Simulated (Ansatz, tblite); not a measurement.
# The cluster Ga₂F₄: one state, many levels

The task here is to estimate one member of a computed series from the others.

The runs use Ansatz 0.2.0, Gaussian basis; as each input shows.

The runs, in order: GFN1-xTB, GFN2-xTB, PBE-D4/def2-TZVP, r2SCAN-D4/def2-TZVP, ωB97X-V/def2-TZVP, BHLYP-D4/def2-TZVP, ωB97M-V/def2-TZVP, PBE-D4/def2-SVP, PBE0-D4/def2-SVP, HF/STO-3G, HF/6-31G, B3LYP-D4/6-31G, PBE0-D4/def2-TZVPD, PBE-D4/def2-TZVPD, ωB97X-V/def2-TZVPD, CCSD(T)/def2-SVP, MP2/def2-TZVP, RPA/def2-TZVP.

2 further runs of the same task are left out: 2 set aside as unsound or not needed.

### The relaxed structure

The singlet was relaxed beforehand with r2SCAN-D4/def2-SVP. At that level it is the lowest of the isomers that a small search found.

6 atoms, charge 0, spin multiplicity 1.

Bond lengths: Ga1–Ga2 2.404 Å, Ga1–F4 1.744 Å, Ga1–F6 1.744 Å, Ga2–F3 1.744 Å, Ga2–F5 1.744 Å. Angles: Ga2–Ga1–F4 123.2°, Ga2–Ga1–F6 123.2°, F4–Ga1–F6 113.5°, Ga1–Ga2–F3 123.4°, Ga1–Ga2–F5 123.0°, F3–Ga2–F5 113.6°.

PBE0-D4/def2-TZVP was run before; its log isn't repeated, and its numbers join the tables.

Set-up of the first run:

Tight binding, by tblite at 300 K electronic temperature and without a spin-polarisation term:

```python
tblite.interface.Calculator('GFN1-xTB', numbers, positions, charge=0, uhf=0).singlepoint()
```

Tight binding, by tblite at 300 K electronic temperature and without a spin-polarisation term:

```python
tblite.interface.Calculator('GFN2-xTB', numbers, positions, charge=0, uhf=0).singlepoint()
```

start.molden holds the orbitals of an earlier run on this state, given as this run's starting guess.

Contents of in.yaml:

```yaml
crystal:
  periodic: [false, false, false]
  atoms:
    - {symbol: Ga, position_ang: [0.137502, 1.191285, -0.079852]}
    - {symbol: Ga, position_ang: [-0.137640, -1.192114, 0.078795]}
    - {symbol: F, position_ang: [-0.615182, -2.007552, 1.544099]}
    - {symbol: F, position_ang: [1.647100, 2.002870, 0.241103]}
    - {symbol: F, position_ang: [0.125002, -2.269555, -1.267251]}
    - {symbol: F, position_ang: [-1.156783, 2.275067, -0.516885]}
basis:
  gaussian: {orbitals: def2-TZVP, initial_orbitals: start.molden}
hamiltonian: {xc: pbe, dispersion: d4}
scf: {omitted_lower_state_checks: [starts]}
output: {orbitals: {seedname: orbitals}}
```

The run is started by

```console
$ ansatz run in.yaml --threads 2 --pin off --events-out ev --progress --plain --max-ram 32768MiB --backend cpu
```

Steps of the session up to this table: PBE-D4/def2-TZVP; r2SCAN-D4/def2-TZVP; ωB97X-V/def2-TZVP; BHLYP-D4/def2-TZVP; ωB97M-V/def2-TZVP; PBE-D4/def2-SVP; PBE0-D4/def2-SVP; HF/STO-3G; HF/6-31G; B3LYP-D4/6-31G; PBE0-D4/def2-TZVPD; PBE-D4/def2-TZVPD; ωB97X-V/def2-TZVPD; CCSD(T)/def2-SVP; MP2/def2-TZVP; RPA/def2-TZVP.

One table of the session follows, with a row left open; its other results are not shown here.

It belongs to the step «Levels side by side». 

```
              level  HOMO (eV)  gap (eV)
          HF/STO-3G      -7.64     12.49
           HF/6-31G     -13.35     13.36
    PBE-D4/def2-SVP          ?         ?
   PBE-D4/def2-TZVP      -8.45      5.21
  PBE-D4/def2-TZVPD      -8.54      5.20
r2SCAN-D4/def2-TZVP      -8.82      5.78
     B3LYP-D4/6-31G      -9.60      6.79
   PBE0-D4/def2-SVP      -9.79      7.42
  PBE0-D4/def2-TZVP      -9.90      7.43
 PBE0-D4/def2-TZVPD      -9.97      7.44
 BHLYP-D4/def2-TZVP     -11.25      9.45
  ωB97X-V/def2-TZVP     -12.15     11.66
 ωB97X-V/def2-TZVPD     -12.23     11.67
  ωB97M-V/def2-TZVP     -12.05     11.35
```

Q: Estimate the row for PBE-D4/def2-SVP from the others.

As computed: HOMO (eV): -8.24; gap (eV): 5.18. In the column «HOMO (eV)» it lies between PBE-D4/def2-TZVP (-8.45) and HF/STO-3G (-7.64).
